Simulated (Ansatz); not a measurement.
# CH₈AlNSi₂: a ladder of functionals and wavefunction methods

The task here is to estimate one member of a computed series from the others.

Computed with Ansatz 0.2.0, Gaussian basis. Level: functionals in def2-TZVPP, the program's frozen cores in correlated methods.

Plan: PBE-D4, r2SCAN-D4, PBE0-D4, B3LYP-D4, ωB97X-V, ωB97M-V, B2PLYP; CCSD(T)/def2-TZVPP; MP2/def2-QZVPP; extrapolation to the limit.

## The relaxed structure

All runs share one geometry, relaxed beforehand with PBE0-D4 in a triple-zeta def2 set.

SMILES `[AlH2][SiH]1CN1[SiH3]`, 13 atoms, charge 0, spin multiplicity 1.

Atoms are counted from 1 here; the program's logs count them from 0.

Bond lengths: Al1–Si2 2.458 Å, Al1–H6 1.587 Å, Al1–H7 1.588 Å, Si2–C3 1.852 Å, Si2–N4 1.803 Å, Si2–H8 1.488 Å, C3–N4 1.479 Å, C3–H9 1.090 Å, C3–H10 1.087 Å, N4–Si5 1.694 Å, Si5–H11 1.478 Å, Si5–H12 1.485 Å, Si5–H13 1.571 Å. Angles: Si2–Al1–H6 119.3°, Si2–Al1–H7 117.5°, H6–Al1–H7 121.7°, Al1–Si2–C3 112.4°, Al1–Si2–N4 102.3°, Al1–Si2–H8 132.2°, C3–Si2–N4 47.7°, C3–Si2–H8 115.2°, N4–Si2–H8 112.5°, Si2–C3–N4 64.4°, Si2–C3–H9 120.9°, Si2–C3–H10 118.9°, N4–C3–H9 118.0°, N4–C3–H10 112.6°, H9–C3–H10 113.0°, Si2–N4–C3 67.9°, Si2–N4–Si5 110.9°, C3–N4–Si5 121.3° and more.

As a file:

```xyz
13
charge 0, multiplicity 1
Al   -1.2769    1.4353   -0.7145
Si   -0.6827    0.1617    1.3024
C     1.1430   -0.1135    1.4522
N     0.4110   -1.1117    0.6436
Si    0.4404   -1.0669   -1.0497
H    -0.6105    2.8549   -0.9612
H    -2.5454    0.9529   -1.5392
H    -1.4927   -0.3238    2.4529
H     1.8516    0.5378    0.9412
H     1.5381   -0.5313    2.3746
H    -0.6002   -1.9385   -1.6336
H     1.7756   -1.2549   -1.6712
H     0.0691    0.3632   -1.5828
```

The first run:

The input, in.yaml:

```yaml
crystal:
  periodic: [false, false, false]
  atoms:
    - {symbol: Al, position_ang: [-1.276910, 1.435291, -0.714494]}
    - {symbol: Si, position_ang: [-0.682683, 0.161677, 1.302376]}
    - {symbol: C, position_ang: [1.143037, -0.113489, 1.452234]}
    - {symbol: N, position_ang: [0.411016, -1.111713, 0.643620]}
    - {symbol: Si, position_ang: [0.440403, -1.066932, -1.049705]}
    - {symbol: H, position_ang: [-0.610533, 2.854868, -0.961226]}
    - {symbol: H, position_ang: [-2.545382, 0.952906, -1.539200]}
    - {symbol: H, position_ang: [-1.492702, -0.323788, 2.452855]}
    - {symbol: H, position_ang: [1.851550, 0.537788, 0.941219]}
    - {symbol: H, position_ang: [1.538150, -0.531319, 2.374644]}
    - {symbol: H, position_ang: [-0.600153, -1.938459, -1.633631]}
    - {symbol: H, position_ang: [1.775591, -1.254906, -1.671235]}
    - {symbol: H, position_ang: [0.069113, 0.363174, -1.582757]}
basis:
  gaussian: {orbitals: def2-TZVPP}
hamiltonian: {xc: pbe, dispersion: d4}
output: {forces: true, orbitals: {seedname: orbitals}}
```

Launch:

```
ansatz run in.yaml --threads 4 --pin off --events-out ev --progress --plain --max-ram 10444MiB
```

Among the steps run: PBE-D4 (GGA); r2SCAN-D4 (meta-GGA); PBE0-D4 (hybrid); B3LYP-D4 (hybrid); ωB97X-V (range-separated); ωB97M-V (range-separated); B2PLYP (double hybrid); CCSD(T) in def2-TZVPP; MP2 in def2-QZVPP.

One table of the session follows, with a row left open; its other results are not shown here.

```
            method  atomisation energy (kcal/mol)
            PBE-D4                          983.4
         r2SCAN-D4                          979.1
           PBE0-D4                              ?
          B3LYP-D4                          976.6
           ωB97X-V                          986.5
           ωB97M-V                          980.7
            B2PLYP                          961.8
     HF/def2-TZVPP                          701.3
    MP2/def2-TZVPP                          954.2
   CCSD/def2-TZVPP                          935.3
CCSD(T)/def2-TZVPP                          949.8
           MP2/CBS                          982.9
       CCSD(T)/CBS                          978.5
```

Estimate the missing values for PBE0-D4.

The run gave: atomisation energy (kcal/mol): 972.9. In the column «atomisation energy (kcal/mol)» it lies between B2PLYP (961.8) and B3LYP-D4 (976.6).

Among the levels timed on like hardware and quicker than the yardstick, those that no quicker one beats, quickest first: PBE-D4 (3.2 s, +4.9 kcal/mol); r2SCAN-D4 (6.5 s, +0.5 kcal/mol).

B2PLYP carry no dispersion term (for B3LYP, D4 adds 13.9 kcal/mol).

Limits of these values: Free atoms (1 Al, 2 Si, 1 C, 1 N, 8 H) were run apart at each level; the atomisation energy is their sum less the molecule, without zero-point or spin-orbit terms.
